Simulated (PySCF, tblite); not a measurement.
# C₄H₇BClO₂ radical: geometry, infrared bands and EPR parameters

Wanted: the infrared bands and EPR parameters of C₄H₇BClO₂ radical (`C=[C][C@@H](C)OB(O)Cl`), by calculation.

Programs: tblite 0.8.0 and PySCF 2.14.0, with density-fitted response routines of our own. Each step states its level of theory. These are calculated values for one molecule in the gas phase, unless marked as measured. Atoms are numbered from 0 throughout.

## (1) The starting structure

15 atoms, charge 0, multiplicity 2; geometry from: force field or distance geometry start.

Bonds of the start (Å): C0–C1 1.33, C1–C2 1.49, C2–C3 1.54, C2–O4 1.37, O4–B5 1.45, B5–O6 1.46, B5–Cl7 1.84, C0–H8 1.09, C0–H9 1.11, C2–H10 1.09, C3–H11 1.13, C3–H12 1.10, C3–H13 1.11, O6–H14 1.00.

## (2) Geometry optimisation with GFN2-xTB

The job: settings as JSON, then the geometry in Å.

```
{"job": {"kind": "relax", "xc": "GFN2-xTB", "basis": "xTB"}, "charge": 0, "multiplicity": 2}
C     -0.587400     2.246800    -0.164000
C     -1.230700     1.119400    -0.452700
C     -0.602000    -0.185300    -0.124000
C     -1.584100    -1.276400    -0.575500
O      0.512700    -0.358000    -0.907700
B      1.696400    -0.657400    -0.124400
O      2.588800     0.458200     0.192200
Cl     2.295500    -2.379700     0.149500
H      0.394900     2.264800     0.307200
H     -1.096700     3.197500    -0.412000
H     -0.349100    -0.313300     0.926600
H     -1.342400    -2.237000    -0.037700
H     -2.574200    -0.945300    -0.214400
H     -1.507700    -1.400100    -1.678700
H      3.381300     0.473800    -0.411900
```

On the command line:

```
> OMP_NUM_THREADS=1 python probes_run.py task.json out
```

One launch serves the whole session: the jobs run in the order shown.

**Question.** This job is followed by: GFN2-xTB harmonic vibrations, gas phase; UKS B3LYP, pcH-1 on B C Cl H O, non-relativistic, mean-field spin-orbit, GIAO. Predict these results of the whole session: strongest single infrared mode (GFN2-xTB); zero-point energy (GFN2-xTB); g(iso) (B3LYP); ⟨S²⟩; largest a(iso) (averaged by class); surface potential, 1st and 99th percentile.

The runs gave:

| quantity | value |
| --- | --- |
| strongest single infrared mode (GFN2-xTB) | 1070 cm⁻¹, 383 km/mol |
| zero-point energy (GFN2-xTB) | 66.3 kcal/mol |
| g(iso) (B3LYP) | 2.00222 |
| ⟨S²⟩ | 0.758 (exact 0.75) |
| largest a(iso) (averaged by class) | 13C on C1, 259.4 MHz |
| surface potential, 1st and 99th percentile | -1.13 V and 2.52 V |

What this shows: The optimisation took 161 steps and gained 2.026 eV; among the close pairs (by a distance rule), O4–B5 changed most, from 1.451 to 1.329 Å. No mode is imaginary among the 39: a minimum at this level. The strongest single mode, at 1070 cm⁻¹, has its largest shares on B5, O6, C2 and O4 (the list is cut at 4 atoms). Unscaled tight-binding wavenumbers are off by several per cent, some by more. Its intensities can rank the bands wrongly. Most of the unpaired spin sits on C1 (0.98 e). The isotropic g lies 0.1 ppt below the free-electron value.
